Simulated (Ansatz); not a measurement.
# TiTe2: the cost of one run

Method: DFT PBE+D3(BJ), scalar-relativistic, plane waves, PAW, in Ansatz 0.2.0.

3 further runs of the same task are left out: 1 that didn't finish, 2 set aside as unsound or not needed. Runs told in other sessions of the task aren't counted.

## 1. The system as given

Symmetry: P-3m1, No. 164, trigonal system. The conventional cell has a = 3.696 Å, b = 3.696 Å, c = 6.384 Å, α = 90.00°, β = 90.00°, γ = 120.00°. Ti (site symmetry -3m) is surrounded by 6 Te at 2.75 Å. Around Te (site symmetry 3m) lie 3 Ti at 2.75 Å.

Coordinates:

```
Ti Te
1.0
     3.69602    0.00000    0.00000
    -1.84801    3.20084    0.00000
     0.00000    0.00000    6.38387
Ti Te
1 2
Direct
  0.00000 0.00000 0.00000
  0.66667 0.33333 0.27121
  0.33333 0.66667 0.72879
```

This cell was relaxed beforehand with the same method: volume 25.17 Å³/atom, gap on the mesh none (metal).

## 2. Volume × 0.97

The input, input.yaml:

```yaml
crystal:
  lattice:
    - [3.6586803161, 0.0, 0.0]
    - [-1.829340158, 3.1685100981, 0.0]
    - [0.0, 0.0, 6.3193818465]
  atoms:
    - { symbol: Ti, position: [0.0, 0.0, 0.0] }
    - { symbol: Te, position: [0.6666666667, 0.3333333333, 0.2712099107] }
    - { symbol: Te, position: [0.3333333333, 0.6666666667, 0.7287900893] }
basis:
  ecutwfc: 420
kpoints:
  mp_grid: { grid: [12, 12, 8] }
hamiltonian:
  xc: pbe
  dispersion: d3bj
scf:
  occupations: { method: gaussian, width: 0.1 }
output:
  forces: true
  stress: true
  eigenvalues: true
  write_density: true
  write_potential: true
  elf: true
  volumetric_format: npy
relax:
  adjacent_minimum: "off"
  f_tol: 0.01
  max_steps: 30
  cell: { stress_tol: 0.1, fix: [volume] }
```

Run with:

```bash
$ ansatz run input.yaml --threads 1 --pin off --max-ram 2560MiB --backend cpu --events-out ev --progress --plain --runs-dir out
```

What time and memory should one allow on 1 thread of Arm Neoverse V1, shared host?

About 65 s, with a peak of 0.5 GiB.
